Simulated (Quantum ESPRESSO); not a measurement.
An input for Quantum ESPRESSO 7.5 (NCOAlH4):

File pw.in:

```
&CONTROL
  calculation = 'scf'
  prefix = 'pwscf'
  outdir = './tmp'
  pseudo_dir = './pseudo'
  tprnfor = .true.
  disk_io = 'low'
/
&SYSTEM
  ibrav = 0
  celldm(1) = 8
  nat = 8
  ntyp = 5
  ecutwfc = 91
  nbnd = 18
  input_dft = 'pbesol'
  occupations = 'fixed'
  vdw_corr = 'grimme-d3'
  dftd3_version = 6
  assume_isolated = 'mt'
/
&ELECTRONS
  conv_thr = 1.6d-09
  electron_maxstep = 120
  mixing_beta = 0.5
/
ATOMIC_SPECIES
N     14.0070 N.upf
C     12.0110 C.upf
O     15.9990 O.upf
Al    26.9815 Al.upf
H      1.0080 H.upf
CELL_PARAMETERS alat
  2.8345891869387   0.0000000000000   0.0000000000000
  0.0000000000000   3.0708049525169   0.0000000000000
  0.0000000000000   0.0000000000000   3.0708049525169
ATOMIC_POSITIONS crystal
N      0.5430291700    0.5817269200    0.6105576900
C      0.4725125000    0.5642500000    0.5307115400
O      0.3972125000    0.6240192300    0.5099115400
Al     0.4887291700    0.4381730800    0.4420576900
H      0.6049541700    0.5326576900    0.6275576900
H      0.5333208300    0.6455500000    0.6539653800
H      0.4030375000    0.4231576900    0.3512653800
H      0.5857791700    0.3576807700    0.4647115400
K_POINTS gamma
```

Potentials or basis: Ansatz NC SR PBE.

The run is started by

```sh
$ OMP_NUM_THREADS=1 pw.x -in pw.in > pw.out
```

**Question.** Does this run start?

**Answer.** The run stopped without a result. It printed:

pw.out:

```text
This program is part of the open-source Quantum ESPRESSO suite
     for quantum simulation of materials; please cite
         "P. Giannozzi et al., J. Phys.:Condens. Matter 21 395502 (2009);
         "P. Giannozzi et al., J. Phys.:Condens. Matter 29 465901 (2017);
         "P. Giannozzi et al., J. Chem. Phys. 152 154105 (2020);
     in publications or presentations arising from this work. More details at

     IMPORTANT: XC functional enforced from input :
     Exchange-correlation= PBESOL
                           (   1   4  10   8   0   0   0)
     Any further DFT definition will be discarded
     Please, verify this is what you really want

 program stopped due to: functional name unknown
STOP must stop!
```
